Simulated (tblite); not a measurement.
# C3H6BBrSi: the cost of one run

Computed with tblite 0.8.0 and PySCF 2.14.0, with density-fitted response routines of our own, on a single molecule in the gas phase. Atoms count from 0, in the outputs and in this text.

## 1. The molecule as given

12 atoms, charge 0, multiplicity 1; geometry from: force field or distance geometry start.

Bonds of the start (Å): C0–B1 1.57, B1–Br2 2.03, B1–C3 1.56, C3–C4 1.20, C4–Si5 1.82, C0–H6 1.10, C0–H7 1.11, C0–H8 1.12, Si5–H9 1.47, Si5–H10 1.47, Si5–H11 1.46.

## 2. Geometry optimisation with GFN2-xTB

Job settings and geometry (Å):

```
{"job": {"kind": "relax", "xc": "GFN2-xTB", "basis": "xTB"}, "charge": 0, "multiplicity": 1}
C     -2.515900     0.316800    -0.301600
B     -1.471600     0.216500     0.871600
Br    -1.980100    -0.665000     2.623600
C      0.021600     0.209400     0.426300
C      1.180700     0.176400     0.106800
Si     2.921400     0.128100    -0.431500
H     -2.010500     0.649700    -1.226000
H     -3.227400     1.116000    -0.022800
H     -3.008700    -0.679400    -0.416400
H      3.657700    -0.773500     0.470000
H      2.995500    -0.423900    -1.794700
H      3.438400     1.492900    -0.331200
```

The run is started by

```console
$ OMP_NUM_THREADS=1 python probes_run.py task.json out
```

One launch serves the whole session: the jobs run in the order shown.

**Question.** How long does this first job take on 1 thread of Intel Xeon at 2.50GHz, shared host, and how much memory does it need?

About 1 s, with a peak of 0.18 GiB.
